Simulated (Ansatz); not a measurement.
# Rb (Rb, omega (AlB2-type)): the cost of one run

Computed with Ansatz 0.2.0 (DFT BLYP, plane waves (420 eV) with PAW, scalar-relativistic; PBE-made PAW files, unless a step says otherwise).

**1. The system as given**

It takes space group P6/mmm (No. 191, hexagonal). Conventional cell: a = 7.896 Å, b = 7.896 Å, c = 4.840 Å, α = 90.00°, β = 90.00°, γ = 120.00°.

Coordinates:

```cif
data_structure
_symmetry_space_group_name_H-M 'P 1'
_symmetry_Int_Tables_number 1
_cell_length_a 7.8957
_cell_length_b 7.8957
_cell_length_c 4.8401
_cell_angle_alpha 90.000
_cell_angle_beta 90.000
_cell_angle_gamma 120.000
_cell_volume 261.31
loop_
_atom_site_label
_atom_site_type_symbol
_atom_site_fract_x
_atom_site_fract_y
_atom_site_fract_z
_atom_site_occupancy
Rb1 Rb 0.00000 0.00000 0.00000 1
Rb2 Rb 0.33333 0.66667 0.50000 1
Rb3 Rb 0.66667 0.33333 0.50000 1
```

**2. Relaxation of the cell**

Input file input.yaml:

```yaml
crystal:
  lattice:
    - [7.8956864786, 0.0, 0.0]
    - [-3.9478432393, 6.8378650708, 0.0]
    - [0.0, 0.0, 4.8400558114]
  atoms:
    - { symbol: Rb, position: [0.0, 0.0, 0.0] }
    - { symbol: Rb, position: [0.3333333333, 0.6666666667, 0.5] }
    - { symbol: Rb, position: [0.6666666667, 0.3333333333, 0.5] }
hamiltonian:
  xc: blyp
  pseudopotentials:
    kind: paw
    azcp:
      Rb: "pseudopotentials/Rb.paw.azcp"
basis:
  ecutwfc: 420
  fft_grid_basis: typed
kpoints:
  mp_grid: { grid: [5, 5, 7], shift: [0, 0, 0] }
magnetization:
  spin_polarized: false
scf:
  occupations: { method: fermi_dirac, width: 0.1 }
relax:
  max_steps: 60
  f_tol: 0.01
  cell: {}
```

Q: Estimate wall time and peak memory on 2 threads of an Arm CPU, shared host.

About 13 s, with a peak of 0.49 GiB.
